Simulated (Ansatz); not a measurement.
# Mo8HS15: the cost of one run

Program: Ansatz 0.2.0. Level of theory: DFT, PBE, plane-wave PAW, default files, scalar-relativistic, as far as a step names no other. These are calculated values, not measurements.

## Step 1: The system as given

The structure is trigonal, space group P3m1 (No. 156). Conventional cell: a = 6.338 Å, b = 6.338 Å, c = 12.324 Å, α = 90.00°, β = 90.00°, γ = 120.00°. Mo (site symmetry 3m) has 6 S at 2.41 Å as nearest neighbours. Mo (site symmetry m) has 6 S at 2.41 Å as nearest neighbours. Mo (site symmetry m) has 5 S at 2.41 Å and 1 H at 2.41 Å as nearest neighbours. H (site symmetry 3m) is surrounded by 3 Mo at 2.41 Å. S (site symmetry m) is surrounded by 3 Mo at 2.41 Å. Around S (site symmetry 3m) lie 3 Mo at 2.41 Å. Only part of the 12 independent sites is listed.

Structure file:

```cif
data_structure
_symmetry_space_group_name_H-M 'P3m1'
_symmetry_Int_Tables_number 156
_cell_length_a 6.3380
_cell_length_b 6.3380
_cell_length_c 12.3240
_cell_angle_alpha 90.000
_cell_angle_beta 90.000
_cell_angle_gamma 120.000
_cell_volume 428.73
loop_
_atom_site_label
_atom_site_type_symbol
_atom_site_symmetry_multiplicity
_atom_site_Wyckoff_symbol
_atom_site_fract_x
_atom_site_fract_y
_atom_site_fract_z
_atom_site_occupancy
Mo1 Mo 1 a 0.00000 0.00000 0.25000 1
Mo2 Mo 3 d 0.00000 0.50000 0.25000 1
Mo3 Mo 3 d 0.16667 0.83333 0.75000 1
Mo4 Mo 1 c 0.66667 0.33333 0.75000 1
H1 H 1 a 0.00000 0.00000 0.62300 1
S1 S 3 d 0.00000 0.50000 0.62300 1
S2 S 3 d 0.16667 0.83333 0.12300 1
S3 S 1 c 0.66667 0.33333 0.12300 1
S4 S 1 a 0.00000 0.00000 0.87700 1
S5 S 3 d 0.00000 0.50000 0.87700 1
S6 S 3 d 0.16667 0.83333 0.37700 1
S7 S 1 c 0.66667 0.33333 0.37700 1
```

Atom 9 of the input is the impurity.

## Step 2: Gradients at the starting positions

The input, input.yaml:

```yaml
crystal:
  lattice:
    - [6.338, 0.0, 0.0]
    - [-3.169, 5.4888690092, 0.0]
    - [0.0, 0.0, 12.324]
  atoms:
    - { symbol: Mo, position: [0.1666666666, 0.3333333334, 0.25] }
    - { symbol: Mo, position: [0.1666666666, 0.8333333334, 0.25] }
    - { symbol: Mo, position: [0.6666666666, 0.3333333334, 0.25] }
    - { symbol: Mo, position: [0.6666666666, 0.8333333334, 0.25] }
    - { symbol: Mo, position: [0.3333333334, 0.1666666666, 0.75] }
    - { symbol: Mo, position: [0.3333333334, 0.6666666666, 0.75] }
    - { symbol: Mo, position: [0.8333333334, 0.1666666666, 0.75] }
    - { symbol: Mo, position: [0.8333333334, 0.6666666666, 0.75] }
    - { symbol: H, position: [0.1666666666, 0.3333333334, 0.623] }
    - { symbol: S, position: [0.1666666666, 0.8333333334, 0.623] }
    - { symbol: S, position: [0.6666666666, 0.3333333334, 0.623] }
    - { symbol: S, position: [0.6666666666, 0.8333333334, 0.623] }
    - { symbol: S, position: [0.3333333334, 0.1666666666, 0.123] }
    - { symbol: S, position: [0.3333333334, 0.6666666666, 0.123] }
    - { symbol: S, position: [0.8333333334, 0.1666666666, 0.123] }
    - { symbol: S, position: [0.8333333334, 0.6666666666, 0.123] }
    - { symbol: S, position: [0.1666666666, 0.3333333334, 0.877] }
    - { symbol: S, position: [0.1666666666, 0.8333333334, 0.877] }
    - { symbol: S, position: [0.6666666666, 0.3333333334, 0.877] }
    - { symbol: S, position: [0.6666666666, 0.8333333334, 0.877] }
    - { symbol: S, position: [0.3333333334, 0.1666666666, 0.377] }
    - { symbol: S, position: [0.3333333334, 0.6666666666, 0.377] }
    - { symbol: S, position: [0.8333333334, 0.1666666666, 0.377] }
    - { symbol: S, position: [0.8333333334, 0.6666666666, 0.377] }
total_charge: 1
kpoints:
  mp_grid: { grid: [4, 4, 2] }
scf:
  occupations: { method: fermi_dirac, width: 0.01 }
hamiltonian:
  xc: pbe
  pseudopotentials: { kind: paw }
output:
  forces: true
  stress: true
  populations: true
  efg:
    quadrupole_moments_barn: { Mo: -0.022, H: 0.00285783, S: -0.0694 }
    contact_densities: true
  write_density: true
  write_potential: true
  elf: true
  volumetric_format: npy
```

Run with:

```console
$ ansatz run input.yaml --threads 1 --pin off --max-ram 3072MiB --backend cpu --events-out ev --progress --plain --runs-dir out
```

What time and memory should one allow on 1 thread of Arm Neoverse V1, shared host?

About 83 s, with a peak of 0.83 GiB.
